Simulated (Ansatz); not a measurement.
**CH₂BCl₂InO: up Jacob's ladder to CCSD(T)**

The task here is to estimate one member of a computed series from the others.

Program: Ansatz 0.2.0, Gaussian basis. Level of theory: functionals in def2-TZVPP, the program's frozen cores in correlated methods. These are calculated values, not measurements.

Levels to be run: LDA (SPW92), PBE-D4, revPBE-D4, BLYP-D4, r2SCAN-D4, B97M-V, PBE0-D4, B3LYP-D4, r2SCANh-D4, r2SCAN0-D4, HSE06-D4, BHLYP-D4, CAM-B3LYP-D4, LC-ωPBE, ωB97X-V, ωB97M-V, B2PLYP, PBE-QIDH; CCSD(T)/def2-SVP; CCSD(T)/def2-TZVPP; MP2/def2-QZVPP; extrapolation to the limit; RPA on PBE.

**The geometry**

All runs share one geometry, relaxed beforehand with PBE0-D4 in a triple-zeta def2 set. In takes the def2 core potential; no spin-orbit term is included.

SMILES `[Cl][In]([Cl])[CH]1BO1`, 8 atoms, charge 0, spin multiplicity 1.

Atoms are counted from 1 here; the program's logs count them from 0.

Bond lengths: Cl1–In2 2.317 Å, In2–Cl3 2.318 Å, In2–C4 2.127 Å, C4–B5 1.513 Å, C4–O6 1.510 Å, C4–H7 1.088 Å, B5–O6 1.328 Å, B5–H8 1.181 Å. Angles: Cl1–In2–Cl3 113.7°, Cl1–In2–C4 122.5°, Cl3–In2–C4 123.7°, In2–C4–B5 124.1°, In2–C4–O6 116.0°, In2–C4–H7 114.8°, B5–C4–O6 52.1°, B5–C4–H7 119.7°, O6–C4–H7 112.1°, C4–B5–O6 63.8°, C4–B5–H8 157.9°, O6–B5–H8 138.3°, C4–O6–B5 64.1°.

The first run:

Contents of in.yaml:

```yaml
crystal:
  periodic: [false, false, false]
  atoms:
    - {symbol: Cl, position_ang: [-0.837329, -2.903671, 0.751813]}
    - {symbol: In, position_ang: [0.716474, -1.200993, 0.521074]}
    - {symbol: Cl, position_ang: [2.909331, -1.893239, 0.810454]}
    - {symbol: C, position_ang: [0.164313, 0.786121, -0.000597]}
    - {symbol: B, position_ang: [-1.023957, 1.136476, -0.868839]}
    - {symbol: O, position_ang: [-1.209584, 1.228022, 0.442620]}
    - {symbol: H, position_ang: [0.922562, 1.539293, 0.204566]}
    - {symbol: H, position_ang: [-1.641810, 1.307991, -1.861092]}
basis:
  gaussian: {orbitals: def2-TZVPP}
hamiltonian: {xc: lda}
output: {orbitals: {seedname: orbitals}}
```

Among the steps run: LDA; PBE-D4 (GGA); revPBE-D4 (GGA); BLYP-D4 (GGA); r2SCAN-D4 (meta-GGA); B97M-V (meta-GGA); PBE0-D4 (hybrid); B3LYP-D4 (hybrid); r2SCANh-D4 (hybrid); r2SCAN0-D4 (hybrid); HSE06-D4 (hybrid); BHLYP-D4 (hybrid); CAM-B3LYP-D4 (range-separated); LC-ωPBE (range-separated); ωB97X-V (range-separated); ωB97M-V (range-separated); B2PLYP (double hybrid); PBE-QIDH (double hybrid).

One table of the session follows, with a row left open; its other results are not shown here.

It belongs to the step «Frontier levels by functional». 

| functional | HOMO (eV) | LUMO (eV) | gap (eV) |
| --- | --- | --- | --- |
| LDA (SPW92) | -7.28 | -3.14 | 4.14 |
| PBE-D4 | -7.07 | -2.83 | 4.24 |
| revPBE-D4 | -7.00 | -2.71 | 4.29 |
| BLYP-D4 | -6.93 | -2.76 | 4.16 |
| r2SCAN-D4 | -7.32 | -2.61 | 4.71 |
| B97M-V | -7.35 | -2.67 | 4.68 |
| PBE0-D4 | -8.30 | -1.98 | 6.32 |
| B3LYP-D4 | -8.08 | -2.26 | 5.81 |
| r2SCANh-D4 | -7.78 | -2.30 | 5.48 |
| r2SCAN0-D4 | -8.48 | -1.85 | 6.62 |
| HSE06-D4 | -7.91 | -2.35 | 5.56 |
| BHLYP-D4 | -9.43 | -1.18 | 8.24 |
| CAM-B3LYP-D4 | -9.62 | -1.06 | 8.55 |
| LC-ωPBE | ? | ? | ? |
| ωB97X-V | -10.57 | -0.02 | 10.55 |
| ωB97M-V | -10.45 | -0.25 | 10.20 |

Q: Estimate the row for LC-ωPBE from the others.

**Answer.** HOMO (eV): -10.94; LUMO (eV): 0.12; gap (eV): 11.06. In the column «HOMO (eV)» it is the lowest.
